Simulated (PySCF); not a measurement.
**A gas-phase reaction: CH5AlO2 + H2S → AlH3O2S + CH4**

Aim: the reaction energy of `[CH3][Al]([OH])[OH]` + `S` → `[OH][Al]([OH])[SH]` + `C`.

Programs: PySCF 2.14.0. All values are calculated, for the isolated system unless a continuum is named. Atoms count from 0, parts from 1.

## Step 1: Starting point

Each species was relaxed by itself at PBE0-D3(BJ)/def2-SVPD.

## Step 2: Reaction energy: wB97M-D3(BJ)/def2-TZVPD

Job settings and geometry (Å):

```
{"job": {"kind": "react", "xc": "wB97M-D3(BJ)", "basis": "def2-TZVPD"}, "charge": 0, "multiplicity": 1}
-1 CH5AlO2 charge 0 multiplicity 1
C     -0.446780    -0.093030    -1.448640
Al     0.129010     0.014700     0.393670
O      0.814190     1.485310     0.952790
O     -0.080080    -1.345790     1.419760
H     -1.410610     0.423350    -1.583480
H     -0.582080    -1.134420    -1.774640
H      0.270830     0.394330    -2.125730
H      1.139330     1.678940     1.830560
H      0.164930    -1.417510     2.341080

-1 H2S charge 0 multiplicity 1
S     -0.007010     0.615370     0.007280
H     -0.981270    -0.319060    -0.001810
H      0.968480    -0.317630    -0.011340

+1 AlH3O2S charge 0 multiplicity 1
O     -1.329360    -0.902880     0.332360
Al     0.012770     0.048790    -0.111100
O      0.135490     0.697920    -1.683880
S      1.538200     0.388750     1.407140
H     -2.058410    -1.134020    -0.243180
H      0.842680     1.246010    -2.021790
H      0.858640    -0.344620     2.320420

+1 CH4 charge 0 multiplicity 1
C      0.000350     0.000610     0.001670
H     -0.593890    -0.839960    -0.377420
H     -0.450090     0.944950    -0.328030
H      0.021230    -0.031390     1.097990
H      1.024100    -0.071130    -0.385840
```

With the program's defaults for keys left out, this is: wB97M-D3(BJ)/def2-TZVPD reaction energy of separated species, gas phase.

Started as:

```sh
$ OMP_NUM_THREADS=1 python cluster_run.py task.json out
```

The driver reads the jobs from task.json and runs them one after another.

Output:

```text
species 1 (CH5AlO2)
coarse grid: 34256 points
cycle   1  E = -434.1032642186  dE =  1.581e-01  |g| = 1.001e+00  |ddm| = 2.493e+00
cycle   2  E = -434.0520962968  dE =  5.117e-02  |g| = 1.201e+00  |ddm| = 1.563e+00
cycle   3  E = -434.2926413157  dE = -2.405e-01  |g| = 4.567e-02  |ddm| = 7.709e-01
cycle   4  E = -434.2933476067  dE = -7.063e-04  |g| = 2.182e-02  |ddm| = 8.148e-02
cycle   5  E = -434.2934893289  dE = -1.417e-04  |g| = 6.351e-03  |ddm| = 2.890e-02
cycle   6  E = -434.2935058341  dE = -1.651e-05  |g| = 1.387e-03  |ddm| = 9.481e-03
cycle   7  E = -434.2935071291  dE = -1.295e-06  |g| = 3.019e-04  |ddm| = 2.993e-03
final grid: 72376 points
cycle   8  E = -434.2934966637  dE = -1.305e-07  |g| = 2.249e-04  |ddm| = 3.744e-03
cycle   9  E = -434.2934966718  dE = -8.166e-09  |g| = 2.285e-04  |ddm| = 6.703e-04
cycle  10  E = -434.2934966810  dE = -9.155e-09  |g| = 3.403e-05  |ddm| = 1.507e-04
cycle  11  E = -434.2934966818  dE = -7.910e-10  |g| = 1.581e-05  |ddm| = 1.007e-04
converged SCF energy = -434.2934966818

species 2 (H2S)
coarse grid: 11264 points
cycle   1  E = -399.4336015271  dE = -1.424e-01  |g| = 1.945e-01  |ddm| = 1.016e+00
cycle   2  E = -399.4459455050  dE = -1.234e-02  |g| = 1.106e-01  |ddm| = 2.399e-01
cycle   3  E = -399.4491447965  dE = -3.199e-03  |g| = 1.578e-02  |ddm| = 9.278e-02
cycle   4  E = -399.4492191376  dE = -7.434e-05  |g| = 4.851e-03  |ddm| = 1.790e-02
cycle   5  E = -399.4492313745  dE = -1.224e-05  |g| = 9.336e-04  |ddm| = 7.536e-03
cycle   6  E = -399.4492321057  dE = -7.312e-07  |g| = 1.776e-04  |ddm| = 2.124e-03
final grid: 22496 points
cycle   7  E = -399.4492197690  dE = -2.326e-08  |g| = 1.134e-04  |ddm| = 6.073e-04
cycle   8  E = -399.4492197720  dE = -2.975e-09  |g| = 6.804e-05  |ddm| = 1.498e-04
cycle   9  E = -399.4492197728  dE = -7.665e-10  |g| = 8.738e-06  |ddm| = 5.991e-05
converged SCF energy = -399.4492197728

species 3 (AlH3O2S)
coarse grid: 30448 points
cycle   1  E = -793.0632513797  dE =  2.109e-01  |g| = 9.880e-01  |ddm| = 2.239e+00
cycle   2  E = -793.0207257122  dE =  4.253e-02  |g| = 1.177e+00  |ddm| = 1.503e+00
cycle   3  E = -793.2507951409  dE = -2.301e-01  |g| = 5.598e-02  |ddm| = 7.761e-01
cycle   4  E = -793.2517638182  dE = -9.687e-04  |g| = 2.303e-02  |ddm| = 8.241e-02
cycle   5  E = -793.2519295956  dE = -1.658e-04  |g| = 6.972e-03  |ddm| = 2.723e-02
cycle   6  E = -793.2519480156  dE = -1.842e-05  |g| = 2.354e-03  |ddm| = 1.176e-02
cycle   7  E = -793.2519498848  dE = -1.869e-06  |g| = 1.377e-03  |ddm| = 3.018e-03
final grid: 62168 points
cycle   8  E = -793.2520293471  dE = -2.371e-07  |g| = 1.565e-03  |ddm| = 4.056e-03
cycle   9  E = -793.2520292102  dE =  1.369e-07  |g| = 1.893e-03  |ddm| = 2.082e-03
cycle  10  E = -793.2520297826  dE = -5.724e-07  |g| = 6.574e-05  |ddm| = 1.034e-03
cycle  11  E = -793.2520297884  dE = -5.886e-09  |g| = 2.526e-05  |ddm| = 2.057e-04
cycle  12  E = -793.2520297888  dE = -3.486e-10  |g| = 4.259e-06  |ddm| = 5.529e-05
converged SCF energy = -793.2520297888

species 4 (CH4)
coarse grid: 15072 points
cycle   1  E = -40.5278860013  dE = -1.934e-01  |g| = 1.334e-01  |ddm| = 1.251e+00
cycle   2  E = -40.5302986226  dE = -2.413e-03  |g| = 8.952e-02  |ddm| = 1.942e-01
cycle   3  E = -40.5321637366  dE = -1.865e-03  |g| = 5.681e-03  |ddm| = 4.935e-02
cycle   4  E = -40.5321734546  dE = -9.718e-06  |g| = 3.948e-04  |ddm| = 1.278e-02
final grid: 32696 points
cycle   5  E = -40.5321638471  dE = -1.088e-07  |g| = 1.034e-04  |ddm| = 3.418e-03
cycle   6  E = -40.5321638545  dE = -7.394e-09  |g| = 3.613e-05  |ddm| = 8.556e-04
cycle   7  E = -40.5321638551  dE = -6.434e-10  |g| = 1.955e-05  |ddm| = 2.376e-04
converged SCF energy = -40.5321638551

Reaction energy = -26.032 kcal/mol
```

Wall time 50 s (1 thread of Arm Neoverse N1, shared host); peak memory 0.72 GiB.

Species by species (with the dispersion term, which the log's SCF energies lack):

```tsv
ν	species	energy (Eh)	HOMO (eV)
-1	[CH3][Al]([OH])[OH]	-434.29992	-11.08
-1	S	-399.45056	-9.89
+1	[OH][Al]([OH])[SH]	-793.25741	-10.02
+1	C	-40.53455	-13.46
```

## Step 3: Reaction energy: PBE0-D3(BJ)/def2-TZVPD

Same as in step 2 but for these lines:

```diff
@@ -1,2 +1,2 @@
-{"job": {"kind": "react", "xc": "wB97M-D3(BJ)", "basis": "def2-TZVPD"}, "charge": 0, "multiplicity": 1}
+{"job": {"kind": "react", "xc": "PBE0", "basis": "def2-TZVPD", "disp": "d3bj"}, "charge": 0, "multiplicity": 1}
 -1 CH5AlO2 charge 0 multiplicity 1
```

Method: PBE0-D3(BJ)/def2-TZVPD reaction energy of separated species, gas phase.

Output:

```text
species 1 (CH5AlO2)
coarse grid: 7984 points
cycle   1  E = -433.6565626663  dE =  2.055e-01  |g| = 1.123e+00  |ddm| = 2.647e+00
cycle   2  E = -433.2220614896  dE =  4.345e-01  |g| = 1.873e+00  |ddm| = 2.027e+00
cycle   3  E = -433.8859456545  dE = -6.639e-01  |g| = 1.263e-01  |ddm| = 1.266e+00
cycle   4  E = -433.8885717994  dE = -2.626e-03  |g| = 6.544e-02  |ddm| = 1.423e-01
cycle   5  E = -433.8896298829  dE = -1.058e-03  |g| = 5.505e-03  |ddm| = 5.175e-02
cycle   6  E = -433.8896353038  dE = -5.421e-06  |g| = 1.223e-03  |ddm| = 5.592e-03
final grid: 72376 points
cycle   7  E = -433.8863562790  dE = -3.203e-05  |g| = 8.765e-03  |ddm| = 1.215e-01
cycle   8  E = -433.8863380689  dE =  1.821e-05  |g| = 1.309e-02  |ddm| = 1.423e-02
cycle   9  E = -433.8863709617  dE = -3.289e-05  |g| = 9.682e-04  |ddm| = 8.825e-03
cycle  10  E = -433.8863711258  dE = -1.641e-07  |g| = 2.417e-04  |ddm| = 8.562e-04
cycle  11  E = -433.8863711402  dE = -1.432e-08  |g| = 2.773e-05  |ddm| = 2.074e-04
cycle  12  E = -433.8863711403  dE = -1.123e-10  |g| = 1.471e-05  |ddm| = 3.854e-05
converged SCF energy = -433.8863711403

species 2 (H2S)
coarse grid: 2864 points
cycle   1  E = -399.2518635435  dE = -9.250e-02  |g| = 1.630e-01  |ddm| = 1.023e+00
cycle   2  E = -399.2538578363  dE = -1.994e-03  |g| = 1.600e-01  |ddm| = 2.978e-01
cycle   3  E = -399.2614719189  dE = -7.614e-03  |g| = 1.497e-02  |ddm| = 1.477e-01
cycle   4  E = -399.2614865308  dE = -1.461e-05  |g| = 1.103e-03  |ddm| = 5.881e-03
cycle   5  E = -399.2614869112  dE = -3.804e-07  |g| = 6.136e-04  |ddm| = 1.717e-03
final grid: 22496 points
cycle   6  E = -399.2625176191  dE = -7.084e-06  |g| = 4.896e-03  |ddm| = 1.692e-02
cycle   7  E = -399.2625182517  dE = -6.326e-07  |g| = 3.960e-03  |ddm| = 6.698e-03
cycle   8  E = -399.2625211835  dE = -2.932e-06  |g| = 2.911e-04  |ddm| = 3.504e-03
cycle   9  E = -399.2625212113  dE = -2.777e-08  |g| = 3.582e-05  |ddm| = 2.357e-04
cycle  10  E = -399.2625212117  dE = -3.629e-10  |g| = 6.381e-06  |ddm| = 2.919e-05
converged SCF energy = -399.2625212117

species 3 (AlH3O2S)
coarse grid: 7280 points
cycle   1  E = -792.5030625555  dE =  3.105e-01  |g| = 1.085e+00  |ddm| = 2.347e+00
cycle   2  E = -792.0566959181  dE =  4.464e-01  |g| = 1.868e+00  |ddm| = 2.035e+00
cycle   3  E = -792.7135439857  dE = -6.568e-01  |g| = 1.144e-01  |ddm| = 1.363e+00
cycle   4  E = -792.7161913326  dE = -2.647e-03  |g| = 5.849e-02  |ddm| = 1.583e-01
cycle   5  E = -792.7170074133  dE = -8.161e-04  |g| = 9.010e-03  |ddm| = 5.909e-02
cycle   6  E = -792.7170185729  dE = -1.116e-05  |g| = 5.072e-03  |ddm| = 1.008e-02
cycle   7  E = -792.7170228762  dE = -4.303e-06  |g| = 1.295e-03  |ddm| = 3.745e-03
final grid: 62168 points
cycle   8  E = -792.7177576213  dE = -2.869e-05  |g| = 7.634e-03  |ddm| = 3.448e-02
cycle   9  E = -792.7177486615  dE =  8.960e-06  |g| = 1.025e-02  |ddm| = 1.151e-02
cycle  10  E = -792.7177661254  dE = -1.746e-05  |g| = 1.339e-03  |ddm| = 7.397e-03
cycle  11  E = -792.7177664123  dE = -2.869e-07  |g| = 2.398e-04  |ddm| = 1.122e-03
cycle  12  E = -792.7177664274  dE = -1.502e-08  |g| = 6.321e-05  |ddm| = 2.745e-04
cycle  13  E = -792.7177664283  dE = -8.960e-10  |g| = 2.208e-05  |ddm| = 6.068e-05
converged SCF energy = -792.7177664283

species 4 (CH4)
coarse grid: 3568 points
cycle   1  E = -40.4580310183  dE = -2.008e-01  |g| = 2.716e-01  |ddm| = 1.402e+00
cycle   2  E = -40.4543820836  dE =  3.649e-03  |g| = 2.994e-01  |ddm| = 3.082e-01
cycle   3  E = -40.4772035514  dE = -2.282e-02  |g| = 2.109e-03  |ddm| = 1.505e-01
cycle   4  E = -40.4772043751  dE = -8.237e-07  |g| = 2.139e-04  |ddm| = 2.678e-03
final grid: 32696 points
cycle   5  E = -40.4741146858  dE = -1.423e-05  |g| = 4.512e-03  |ddm| = 5.946e-02
cycle   6  E = -40.4741136465  dE =  1.039e-06  |g| = 4.945e-03  |ddm| = 6.258e-03
cycle   7  E = -40.4741195863  dE = -5.940e-06  |g| = 3.183e-05  |ddm| = 2.497e-03
cycle   8  E = -40.4741195866  dE = -3.296e-10  |g| = 1.008e-05  |ddm| = 1.172e-04
converged SCF energy = -40.4741195866

Reaction energy = -27.114 kcal/mol
```

Wall time 25 s (1 thread of Arm Neoverse N1, shared host); peak memory 0.62 GiB.

Reaction energy at this level: -27.11 kcal/mol.

## Step 4: Comparing the runs

Energies in kcal/mol, with wall time:

```tsv
run	reaction	time
wB97M-D3(BJ)/def2-TZVPD	-26.03	50 s
PBE0-D3(BJ)/def2-TZVPD	-27.11	25 s
```

## Step 5: Outcome

| quantity | value |
| --- | --- |
| reaction energy (wB97M-D3(BJ)/def2-TZVPD) | -26.03 kcal/mol |
| ΔH, ΔG at 298 K (xTB thermal terms) | -22.6, -22.4 kcal/mol |
| range of the reaction energy over the runs of this table | -27.11 to -26.03 kcal/mol |

What this shows: The reaction is exothermic by 22.6 kcal/mol in the gas phase; dispersion gives -0.00, and xTB itself gave -32.84 for the electronic energy (xTB energies and thermal terms come from the earlier relaxation of each species, not shown). No barrier was sought. The reaction energy runs from -27.11 (PBE0-D3(BJ)/def2-TZVPD) to -26.03 kcal/mol (wB97M-D3(BJ)/def2-TZVPD).
